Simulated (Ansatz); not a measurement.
# Si4GePt: the cost of one run

Computed with Ansatz 0.2.0 (DFT PBE, scalar-relativistic, plane waves, PAW, unless a step's input says otherwise).

## 1. The system as given

It takes space group Cmmm (No. 65, orthorhombic). Conventional cell: a = 5.217 Å, b = 8.375 Å, c = 4.154 Å, α = 90.00°, β = 90.00°, γ = 90.00°. Si (site symmetry m2m) is surrounded by 2 Pt at 2.48 Å and 5 Si at 2.56 to 2.71 Å and 3 Ge at 2.83 to 2.94 Å. Si (site symmetry 2/m) is surrounded by 2 Pt at 2.47 Å and 6 Si at 2.56 to 2.61 Å and 4 Ge at 3.22 Å. Ge (site symmetry mmm) is surrounded by 14 Si at 2.83 to 3.22 Å. Pt (site symmetry mmm) is surrounded by 8 Si at 2.47 to 2.48 Å.

Coordinates:

```
CELL_PARAMETERS angstrom
2.60872 -4.18763 0.00000
2.60872 4.18763 0.00000
0.00000 0.00000 4.15372
ATOMIC_POSITIONS crystal
Si 0.33806 0.66194 0.00000
Si 0.66194 0.33806 0.00000
Si 0.50000 0.00000 0.50000
Si 0.00000 0.50000 0.50000
Ge 0.00000 0.00000 0.00000
Pt 0.50000 0.50000 0.50000
```

A structure generator made this guess: species swapped into a database cell of CeSiNi4 (Cmmm, No. 65), with Ge on the Ce sites, Pt on the Si sites and Si on the Ni sites. The dimensions are guesses.

## 2. Probe: one point on a coarse mesh

input.yaml

```yaml
crystal:
  lattice:
    - [2.60872112, -4.1876274, 0.0]
    - [2.60872112, 4.1876274, 0.0]
    - [0.0, 0.0, 4.15371705]
  atoms:
    - { symbol: Si, position: [0.33805847, 0.66194153, 0.0] }
    - { symbol: Si, position: [0.66194153, 0.33805847, 0.0] }
    - { symbol: Si, position: [0.5, 0.0, 0.5] }
    - { symbol: Si, position: [0.0, 0.5, 0.5] }
    - { symbol: Ge, position: [0.0, 0.0, 0.0] }
    - { symbol: Pt, position: [0.5, 0.5, 0.5] }
basis:
  ecutwfc: 420
kpoints:
  mp_grid: { grid: [4, 4, 4] }
hamiltonian:
  xc: pbe
scf:
  occupations: { method: gaussian, width: 0.1 }
  lower_state_search: "off"
output:
  forces: true
  stress: true
  eigenvalues: true
```

On the command line:

```console
> ansatz run input.yaml --threads 1 --pin off --max-ram 2560MiB --backend cpu --events-out ev --progress --plain --runs-dir out
```

Q: Estimate wall time and peak memory on 1 thread of Intel Xeon at 2.70GHz, shared host.

About 4 s, with a peak of 0.4 GiB.
